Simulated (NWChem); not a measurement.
# UHF/def2-SVP (core potential, tol2e 1e-10) run of SnH2Cl (SMILES [Cl][SnH2])

What is the vertical ionisation energy of SnH2Cl at UHF/def2-SVP (core potential, tol2e 1e-10)? 

The results are computed with NWChem 7.3.0.

6 further runs of the same task are left out: 1 that didn't finish, 5 set aside as unsound or not needed.

### 1 The system as given

SnH2Cl has 4 atoms, charge 0, and is taken as a doublet. SMILES: `[Cl][SnH2]`. The shape is that of a PBE0-D4/def2-TZVP optimisation.

Bond lengths: Cl1–Sn2 2.343 Å, Sn2–H3 1.723 Å, Sn2–H4 1.723 Å. Angles: Cl1–Sn2–H3 105.0°, Cl1–Sn2–H4 105.0°, H3–Sn2–H4 111.9°.

### 2 The energy at UHF/def2-SVP (core potential, tol2e 1e-10)

Contents of work.xyz:

```xyz
4
ClH2Sn hf
Cl    -1.882600     0.398400    -0.585000
Sn     0.380000    -0.179600    -0.397100
H      0.412500    -1.500000     0.709600
H      1.145500     1.221000     0.252100
```

Contents of work.nw:

```
START work
TITLE "ClH2Sn hf"
memory total 2200 mb
charge 0

GEOMETRY units angstroms noautosym nocenter noautoz
load work.xyz
END

BASIS "ao basis" spherical bse
* library def2-SVP
END

ECP bse
Sn library def2-SVP
END

SCF
nopen 1
uhf
thresh 1e-08
maxiter 80
tol2e 1e-10
noprint "final vectors analysis"
END

TASK scf energy
```

Started as:

```
$ nwchem work.nw > work.out
```

What it wrote:

```text
[...]
  functions       =    54
[...]
  wavefunction    = UHF
[...]
         Total SCF energy =   -673.871428000400
      One electron energy =  -1219.348018770157
      Two electron energy =    441.762234231482
 Nuclear repulsion energy =    103.714356538276
                       Sz =      0.5000
                 Sz(Sz+1) =      0.7500
                      S^2 =      0.7548
[...]
```

Wall time 9 s (1 thread of Intel Xeon Platinum 8488C (Sapphire Rapids), shared host); peak memory 0.099 GiB.

### 3 The singlet cation

Contents of clh2sn.nw:

```
start clh2sn
title "ClH2Sn energy"
memory 2200 mb
charge 1

geometry noautosym nocenter noautoz
Cl      -1.882600       0.398400      -0.585000
Sn       0.380000      -0.179600      -0.397100
H        0.412500      -1.500000       0.709600
H        1.145500       1.221000       0.252100
end

basis spherical bse
* library def2-SVP
end

ecp bse
Sn library def2-SVP
end

scf
thresh 1e-08
maxiter 80
tol2e 1e-10
noprint "final vectors analysis"
end

task scf energy
```

Started as:

```
$ nwchem clh2sn.nw > clh2sn.out
```

What it wrote:

```text
[...]
  functions       =    54
[...]
  wavefunction    = RHF
[...]
         Total SCF energy =   -673.556296410644
      One-electron energy =  -1209.039551238573
      Two-electron energy =    431.768898289653
 Nuclear repulsion energy =    103.714356538275
        Time for solution =      7.0s
[...]
```

Wall time 8.1 s (1 thread of Intel Xeon Platinum 8488C (Sapphire Rapids), shared host); peak memory 0.099 GiB.

### 4 Results

At UHF/def2-SVP (core potential, tol2e 1e-10):

| quantity | value |
| --- | --- |
| doublet SnH2Cl: total energy | -673.87143 Eh |
| doublet SnH2Cl: dipole moment | 2.87 D |
| doublet SnH2Cl: ⟨S²⟩ | 0.755 |
| singlet cation: total energy | -673.55630 Eh |
| vertical ionisation energy (to the singlet cation) | 8.575 eV |

The vertical ionisation energy comes to 8.58 eV (827 kJ/mol). Only the singlet of the ionised species was computed; a triplet could lie lower. Mulliken charges (singlet cation) run from -0.18 on Cl1 to +1.09 on Sn2.
